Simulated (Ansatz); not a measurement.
Run this with the Python package of Ansatz (0.2.0) and show what comes out.

The script, `pa_ch3ags.py`:
```python
'''Proton affinity of CH3AgS at one site.'''

from dataclasses import dataclass
import warnings

import ansatz as az
import numpy as np


@dataclass(frozen=True)
class Options:
    basis: str = 'def2-SVP'
    xc: str = 'B3LYP'
    charge: int = 1
    force_tol: float = 0.01


opts = Options()


def main() -> None:
    warnings.simplefilter('ignore', az.DeckWarning)

    geometry_ang = [
        ('C', (-0.4282, 0.4298, -0.3266)),
        ('S', (0.3223, -1.0488, 0.2375)),
        ('Ag', (1.993, -1.8188, 1.4334)),
        ('H', (-1.283, 0.2255, -0.9648)),
        ('H', (0.244, 1.0589, -0.96)),
        ('H', (-0.8059, 1.0894, 0.5343)),
    ]
    mol = az.Crystal.molecule()
    for symbol, xyz in geometry_ang:
        mol = mol.atom(symbol, xyz)

    calculation = (
        mol.calculation()
        .basis(gaussian=opts.basis)
        .functional(opts.xc)
    )
    symbols = [site.symbol for site in mol.cartesian_sites]
    start = np.array([site.position_ang for site in mol.cartesian_sites], dtype=float)
    report = calculation.relax(force_tolerance=0.01).run().report
    end = np.array(report['positions_ang'])

    # start the new hydrogen opposite the existing bonds
    away = sum((end[1] - end[j]) / np.linalg.norm(end[1] - end[j]) for j in [0, 2]) + np.array([0.15, 0.1, -0.2])
    proton = end[1] + 1.4 * away / np.linalg.norm(away)
    acid = az.Crystal.molecule()
    for symbol, place in zip(symbols, end):
        acid = acid.atom(symbol, place.tolist())
    acid = acid.atom('H', proton.tolist())
    protonated = acid.calculation()
    protonated = protonated.basis(gaussian=opts.basis)
    protonated = protonated.functional(opts.xc).charge(opts.charge)
    protonated = protonated.relax(force_tolerance=opts.force_tol, max_steps=80)
    after = protonated.run().report
    xyz = np.array(after['positions_ang'])
    reach = np.linalg.norm(xyz[:-1] - xyz[-1], axis=1)
    print(f'base {report["free_energy_ev"]:.5f} eV, protonated {after["free_energy_ev"]:.5f} eV')
    print(f'the proton ends {reach.min():.3f} A from {symbols[reach.argmin()]}{reach.argmin()}')
    print(f'electronic proton affinity {(report["free_energy_ev"] - after["free_energy_ev"]):.3f} eV')


if __name__ == '__main__':
    main()
```

Running `python pa_ch3ags.py` prints:
```text
base -15918.17680 eV, protonated -15927.81262 eV
the proton ends 1.357 A from S1
electronic proton affinity 9.636 eV
```

Total energies depend on the basis set; only differences at equal settings carry meaning. The proton is put on one chosen atom, which needn't be the most basic site, so the molecule's proton affinity can be higher; the ends are stationary points, not checked by frequencies, and zero-point and thermal terms count only where printed. def2 sets replace the cores of elements past krypton by effective core potentials. b3lyp holds the VWN-RPA fit, as in Gaussian; the form of ORCA and Turbomole is b3lyp5. Run time: 61 s on 1 thread of Arm Neoverse V2 (shared host), peak memory 0.24 GiB.
